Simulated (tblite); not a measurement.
# C6H15P2: the cost of one run

Programs: tblite 0.8.0 and PySCF 2.14.0, with density-fitted response routines of our own. Each step states its level of theory. These are calculated values for one molecule, in the gas phase or a continuum, unless marked as measured. Atoms are numbered from 0 throughout.

**1. The starting structure**

23 atoms, charge 1, multiplicity 1; geometry from: force field or distance geometry start.

Bonds of the start (Å): C0–C1 1.54, C1–C2 1.49, C2–C3 1.50, C3–C4 1.48, C4–C5 1.53, C3–P6 1.79, P6–P7 2.13, P6–C2 1.86, C0–H8 1.10, C0–H9 1.08, C0–H10 1.10, C1–H11 1.09, C1–H12 1.07, C2–H13 1.08, C3–H14 1.09, C4–H15 1.09, C4–H16 1.10, C5–H17 1.09, C5–H18 1.09, C5–H19 1.10, P6–H20 1.42, P7–H21 1.42, P7–H22 1.42.

**2. Geometry optimisation with GFN2-xTB**

The job: settings as JSON, then the geometry in Å.

```
{"job": {"kind": "relax", "xc": "GFN2-xTB", "basis": "xTB"}, "charge": 1, "multiplicity": 1}
C      2.786500    -0.039400     0.430900
C      1.524200     0.833500     0.332300
C      0.419300     0.243400     1.142500
C     -0.571700    -0.734700     0.572500
C     -0.542800    -1.216500    -0.828600
C     -1.879200    -1.825500    -1.246100
P     -1.348300     0.816300     0.996300
P     -1.330700     2.317100    -0.511600
H      3.114700    -0.145300     1.471100
H      3.589700     0.410000    -0.139400
H      2.586600    -1.041900     0.035000
H      1.758000     1.822200     0.736500
H      1.266300     0.953400    -0.702800
H      0.709800     0.114900     2.173100
H     -0.820100    -1.564600     1.239000
H      0.242400    -1.969200    -0.929800
H     -0.299800    -0.403000    -1.528200
H     -2.684400    -1.097100    -1.162100
H     -1.832600    -2.172700    -2.273200
H     -2.123700    -2.674800    -0.597800
H     -1.648000     1.153700     2.342200
H     -2.495600     3.024700    -0.119100
H     -0.425100     3.222500     0.101700
```

Run with:

```
OMP_NUM_THREADS=1 python probes_run.py task.json out
```

One launch serves the whole session: the jobs run in the order shown.

Q: Estimate the wall time and peak memory of this first job on 1 thread of Arm Neoverse V2, shared host.

About 1.2 s, with a peak of 0.18 GiB.
